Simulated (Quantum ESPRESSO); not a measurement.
An input for Quantum ESPRESSO 7.5 (Ga2O):

pw.in

```
&CONTROL
  calculation = 'scf'
  prefix = 'pwscf'
  outdir = './tmp'
  pseudo_dir = './pseudo'
  tprnfor = .true.
  tstress = .true.
  disk_io = 'low'
/
&SYSTEM
  ibrav = 0
  nat = 3
  ntyp = 2
  ecutwfc = 84
  nbnd = 24
  input_dft = 'pbesol'
  occupations = 'smearing'
  smearing = 'fd'
  degauss = 0.00367493
  lspinorb = .true.
/
&ELECTRONS
  conv_thr = 6d-10
  electron_maxstep = 100
  mixing_beta = 0.5
/
ATOMIC_SPECIES
Ga    69.7230 Ga.upf
O     15.9990 O.upf
CELL_PARAMETERS angstrom
   3.7526843800    0.0000000000    0.0000000000
  -1.8763421900    3.2499200000    0.0000000000
   0.0000000000    0.0000000000    3.7370520900
ATOMIC_POSITIONS crystal
Ga     0.6666666700    0.3333333300    0.5000000000
Ga     0.3333333300    0.6666666700    0.5000000000
O      0.0000000000    0.0000000000    0.0000000000
K_POINTS automatic
4 4 4 0 0 1
```

Potentials or basis: PseudoDojo 0.5 SR PBE standard.

Command:

```console
$ OMP_NUM_THREADS=1 pw.x -in pw.in > pw.out
```

Task: How does this run end?

Result: The run stopped without a result. It printed:

pw.out:

```text
This program is part of the open-source Quantum ESPRESSO suite
     for quantum simulation of materials; please cite
         "P. Giannozzi et al., J. Phys.:Condens. Matter 21 395502 (2009);
         "P. Giannozzi et al., J. Phys.:Condens. Matter 29 465901 (2017);
         "P. Giannozzi et al., J. Chem. Phys. 152 154105 (2020);
     in publications or presentations arising from this work. More details at

     IMPORTANT: XC functional enforced from input :
     Exchange-correlation= PBESOL
                           (   1   4  10   8   0   0   0)
     Any further DFT definition will be discarded
     Please, verify this is what you really want

 %%%%%%%%%%%%%%%%%%%%%%%%%%%%%%%%%%%%%%%%%%%%%%%%%%%%%%%%%%%%%%%%%%%%%%%%%%%%%%
     Error in routine setup (1):
     spin orbit requires a non collinear calculation
 %%%%%%%%%%%%%%%%%%%%%%%%%%%%%%%%%%%%%%%%%%%%%%%%%%%%%%%%%%%%%%%%%%%%%%%%%%%%%%

     stopping ...
```
